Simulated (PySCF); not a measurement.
**One shape, several levels: C2H6AlCl (dimethylaluminum chloride)**

We compute a comparison of 6 runs (B2PLYP/cc-pVDZ, BHLYP/cc-pVDZ, M06-L/cc-pVDZ, PBE/cc-pVDZ, wB97M-V/cc-pVDZ, wB97X/cc-pVDZ) of C2H6AlCl (dimethylaluminum chloride). The job is set up through a Python script.

Program for the calculation: PySCF 2.14.0.

1 further run of the same task is left out (set aside as unsound or not needed).

## (1) Starting point

C2H6AlCl has 10 atoms, charge 0, and is taken as a singlet. SMILES: `[CH3][Al]([CH3])[Cl]`. The coordinates come from a PBE0-D4/def2-TZVP relaxation.

Bond lengths: C1–Al2 1.942 Å, Al2–C3 1.942 Å, Al2–Cl4 2.114 Å, C1–H5 1.092 Å, C1–H6 1.095 Å, C1–H7 1.095 Å, C3–H8 1.095 Å, C3–H9 1.093 Å, C3–H10 1.094 Å. Some angles: C1–Al2–C3 125.8°, C1–Al2–Cl4 117.8°, C3–Al2–Cl4 116.4°, Al2–C1–H5 112.5°, Al2–C1–H6 110.7°, Al2–C1–H7 110.7°, Al2–C3–H8 110.7°, Al2–C3–H9 112.6°, Al2–C3–H10 110.7°, H5–C1–H6 108.1°.

## (2) A single-point energy at B2PLYP/cc-pVDZ (run 1)

Input file run.py:

```python
from pyscf import gto, dft, mp

molecule = gto.M(
    atom='''
C     -0.517700     1.358200    -0.989200
Al    -0.252300    -0.446600    -0.322400
C      0.742200    -0.932200     1.273500
Cl    -1.112300    -2.038200    -1.415400
H     -1.121400     1.383800    -1.898300
H     -1.010200     1.981400    -0.235400
H      0.443800     1.835600    -1.206000
H      0.102400    -1.471200     1.979300
H      1.158700    -0.063300     1.788800
H      1.566900    -1.607500     1.025200
''',
    charge=0,
    max_memory=1860,
    verbose=3,
    spin=0,
    basis='cc-pvdz',
)

calc0 = dft.RKS(molecule)
calc0.xc = '0.53*HF + 0.47*B88, 0.73*LYP'
calc0.conv_tol = 1e-10
calc0.grids.level = 5
calc0.kernel()
if not calc0.converged:
    calc0 = calc0.newton().run(calc0.mo_coeff, calc0.mo_occ)

pt = mp.MP2(calc0, frozen=12).run()
energy = calc0.e_tot + 0.27 * pt.e_corr
print('PT2 part  %.8f' % (0.27 * pt.e_corr))
print('Final energy', energy)
```

On the command line:

```sh
$ OMP_NUM_THREADS=1 python run.py
```

Standard output:

```text
converged SCF energy = -782.011034384469
E(RMP2) = -782.608900641164  E_corr = -0.59786625669534
E(SCS-RMP2) = -782.606452316705  E_corr = -0.595417932236573
PT2 part  -0.16142389
Final energy -782.1724582737763
```

It took 21 s on 1 thread of Intel Xeon at 2.70GHz, shared host; peak memory 0.48 GiB.

## (3) The energy at BHLYP/cc-pVDZ (run 2)

Input file run.py:

```python
from pyscf import gto, dft

system = gto.M(
    atom='''
C     -0.517700     1.358200    -0.989200
Al    -0.252300    -0.446600    -0.322400
C      0.742200    -0.932200     1.273500
Cl    -1.112300    -2.038200    -1.415400
H     -1.121400     1.383800    -1.898300
H     -1.010200     1.981400    -0.235400
H      0.443800     1.835600    -1.206000
H      0.102400    -1.471200     1.979300
H      1.158700    -0.063300     1.788800
H      1.566900    -1.607500     1.025200
''',
    charge=0,
    max_memory=1860,
    verbose=4,
    spin=0,
    basis='cc-pvdz',
)

mf = dft.RKS(system)
mf.xc = 'bhandhlyp'
mf.conv_tol = 1e-10
mf.grids.level = 5
mf.kernel()
if not mf.converged:
    mf = mf.newton().run(mf.mo_coeff, mf.mo_occ)

energy = mf.e_tot
print('E(%s) = %.9f' % ('BHLYP', energy))
```

On the command line:

```sh
$ OMP_NUM_THREADS=1 python run.py
```

Standard output:

```text
PySCF version 2.14.0

[... 76 lines left out ...]
converged SCF energy = -782.490534674016
E(BHLYP) = -782.490534674
```

It took 21 s on 1 thread of Intel Xeon at 2.70GHz, shared host; peak memory 0.48 GiB.

## (4) A single-point energy at M06-L/cc-pVDZ (run 3)

Input file job.py:

```python
from pyscf import gto, dft

mol = gto.Mole()
mol.atom = '''
C   -0.517700   1.358200  -0.989200
Al  -0.252300  -0.446600  -0.322400
C    0.742200  -0.932200   1.273500
Cl  -1.112300  -2.038200  -1.415400
H   -1.121400   1.383800  -1.898300
H   -1.010200   1.981400  -0.235400
H    0.443800   1.835600  -1.206000
H    0.102400  -1.471200   1.979300
H    1.158700  -0.063300   1.788800
H    1.566900  -1.607500   1.025200
'''
mol.max_memory = 1860
mol.charge = 0
mol.verbose = 4
mol.basis = 'cc-pvdz'
mol.build()

mf = dft.RKS(mol, xc='m06-l')
mf.conv_tol = 1e-10
mf.grids.level = 5
mf.kernel()
if not mf.converged:
    mf = mf.newton().run(mf.mo_coeff, mf.mo_occ)

etot = mf.e_tot
print('E = %.10f Eh' % etot)
```

On the command line:

```sh
$ OMP_NUM_THREADS=1 python job.py
```

Standard output:

```text
PySCF version 2.14.0

[... 78 lines left out ...]
converged SCF energy = -782.525424379684
E = -782.5254243797 Eh
```

It took 38 s on 1 thread of Intel Xeon at 2.70GHz, shared host; peak memory 0.53 GiB.

Runs 4 to 5 aren't shown in full; the table further down has their settings and results.

## (5) A single-point energy at wB97X/cc-pVDZ (run 6)

Input file geometry.xyz:

```xyz
10

C     -0.517700     1.358200    -0.989200
Al    -0.252300    -0.446600    -0.322400
C      0.742200    -0.932200     1.273500
Cl    -1.112300    -2.038200    -1.415400
H     -1.121400     1.383800    -1.898300
H     -1.010200     1.981400    -0.235400
H      0.443800     1.835600    -1.206000
H      0.102400    -1.471200     1.979300
H      1.158700    -0.063300     1.788800
H      1.566900    -1.607500     1.025200
```

Input file run.py:

```python
# [CH3][Al]([CH3])[Cl]
from pyscf import gto, dft

mol = gto.M(
    atom='geometry.xyz',
    max_memory=1860,
    basis='cc-pvdz',
    verbose=3,
)

mf = dft.RKS(mol)
mf.xc = 'wb97x'
mf.grids.level = 5
mf.conv_tol = 1e-10
mf.kernel()
if not mf.converged:
    mf = mf.newton().run(mf.mo_coeff, mf.mo_occ)

e_tot = mf.e_tot
print('Final energy', e_tot)
```

On the command line:

```sh
$ OMP_NUM_THREADS=1 python run.py
```

Standard output:

```text
converged SCF energy = -782.51133810919
Final energy -782.51133810919
```

Wall time 34 s (1 thread of Intel Xeon at 2.70GHz, shared host); peak memory 0.48 GiB.

## (6) Overview of the runs

| run | level | frozen core orbitals | nlc grid | energy (Eh) | dipole moment (D) | HOMO energy (eV) | LUMO energy (eV) | wall time |
| --- | --- | --- | --- | --- | --- | --- | --- | --- |
| 1 | B2PLYP/cc-pVDZ | 12 | – | -782.172458 | 2.20 | -8.92 | 0.47 | 21 s |
| 2 | BHLYP/cc-pVDZ | – | – | -782.490535 | 2.20 | -8.99 | 0.20 | 21 s |
| 3 | M06-L/cc-pVDZ | – | – | -782.525424 | 2.27 | -6.76 | -0.92 | 38 s |
| 4 | PBE/cc-pVDZ | – | – | -782.086861 | 2.10 | -6.49 | -1.37 | 24 s |
| 5 | wB97M-V/cc-pVDZ | – | 1 | -782.446685 | 2.14 | -9.99 | 1.05 | 2 min |
| 6 | wB97X/cc-pVDZ | – | – | -782.511338 | 2.26 | -10.20 | 1.37 | 34 s |

## (7) Summary of results

```
            quantity          value
 run 6: total energy  -782.51134 Eh
run 6: dipole moment         2.26 D
  run 6: HOMO energy      -10.20 eV
  run 6: LUMO energy        1.37 eV
run 6: HOMO–LUMO gap       11.58 eV
```

The dipole moment (its size) runs from 2.10 D (PBE/cc-pVDZ) to 2.27 D (M06-L/cc-pVDZ). The HOMO–LUMO gap runs from 5.12 eV (PBE/cc-pVDZ) to 11.58 eV (wB97X/cc-pVDZ). Totals of different functionals can't be ranked against each other. All runs together took 4.3 min, the longest 2 min.
